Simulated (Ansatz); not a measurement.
Input of an Ansatz 0.2.0 run:

File input:

```
crystal:
  lattice:
    - [0.0, 3.235, 3.235]
    - [3.235, 0.0, 3.235]
    - [3.235, 3.235, 0.0]
  atoms:
    - { symbol: Bi, position: [0.0, 0.0, 0.0] }
    - { symbol: Te, position: [0.5, 0.5, 0.5] }
hamiltonian:
  xc: { exchange: pbe, correlation: pbe, exx: { coeff: 0.25, omega: 0.2 } }
  pseudopotentials: { kind: paw }
kpoints:
  mp_grid: { grid: [4, 4, 4] }
scf:
  occupations: { method: fermi_dirac, width: 0.05 }
output:
  forces: true
  stress: true
  eigenvalues: true
```

**Question.** What does it give for the pressure?

**Answer.** -1.3 GPa.

**Question.** Estimate the band gap on the k mesh.

**Answer.** None (metal or under the smearing width).

Caveat: the k mesh is coarse (spacing up to 0.42 Å⁻¹), so the values aren't converged, least of all with exact exchange; spin-orbit coupling is left out, which moves the levels of the heavy elements; the PAW data sets come from PBE, with cores solved anew for the run's functional, which leaves a small shift of forces and pressure; the thresholds are loose for stress.
